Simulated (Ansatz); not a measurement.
# C2H5BSSi: the cost of one run

Program: Ansatz 0.2.0. Level of theory: RKS PBE0/STO-3G. These are calculated values, not measurements.

## Step 1: The system as given

Bond lengths: S1–C2 1.751 Å, C2–C3 1.394 Å, C3–Si4 1.870 Å, C2–B5 1.605 Å, Si4–B5 1.753 Å, S1–H6 1.462 Å, C3–H7 1.024 Å, Si4–H8 1.483 Å, Si4–H9 1.435 Å, B5–H10 1.194 Å. Angles (14 of 16 angles, heavy atoms first): S1–C2–C3 131.3°, S1–C2–B5 128.6°, C3–C2–B5 100.0°, C2–C3–Si4 91.7°, C3–Si4–B5 78.8°, C2–B5–Si4 89.5°, C2–S1–H6 92.6°, C2–C3–H7 134.4°, Si4–C3–H7 133.8°, C3–Si4–H8 109.7°, C3–Si4–H9 113.0°, B5–Si4–H8 114.4°, B5–Si4–H9 117.6°, C2–B5–H10 137.3°.

Structure file:

```xyz
10

S     0.0160    1.6549   -2.0344
C    -0.0063    0.4764   -0.7399
C    -0.9634   -0.4669   -0.3702
Si    0.1284   -1.1210    0.9996
B     1.1372    0.1512    0.3378
H    -0.6174    2.6785   -1.2040
H    -1.8865   -0.7299   -0.7277
H    -0.4751   -0.8024    2.3163
H     0.5432   -2.4782    0.7851
H     2.2070    0.5863    0.6404
```

## Step 2: Relaxing the start

File input.yaml:

```yaml
crystal:
  periodic: [false, false, false]
  atoms:
    - { symbol: S, position_ang: [0.016, 1.6549, -2.0344] }
    - { symbol: C, position_ang: [-0.0063, 0.4764, -0.7399] }
    - { symbol: C, position_ang: [-0.9634, -0.4669, -0.3702] }
    - { symbol: Si, position_ang: [0.1284, -1.121, 0.9996] }
    - { symbol: B, position_ang: [1.1372, 0.1512, 0.3378] }
    - { symbol: H, position_ang: [-0.6174, 2.6785, -1.204] }
    - { symbol: H, position_ang: [-1.8865, -0.7299, -0.7277] }
    - { symbol: H, position_ang: [-0.4751, -0.8024, 2.3163] }
    - { symbol: H, position_ang: [0.5432, -2.4782, 0.7851] }
    - { symbol: H, position_ang: [2.207, 0.5863, 0.6404] }
basis:
  gaussian: { orbitals: STO-3G }
hamiltonian:
  xc: pbe0
relax:
  f_tol: 0.02
  max_steps: 40
output:
  orbitals: {}
```

Launch:

```console
$ ansatz run input.yaml --threads 1 --pin off --max-ram 2048MiB --backend cpu --events-out ev --progress --plain --runs-dir out
```

Q: Estimate wall time and peak memory on 1 thread of Arm Neoverse V2, shared host.

About 62 s, with a peak of 0.14 GiB.
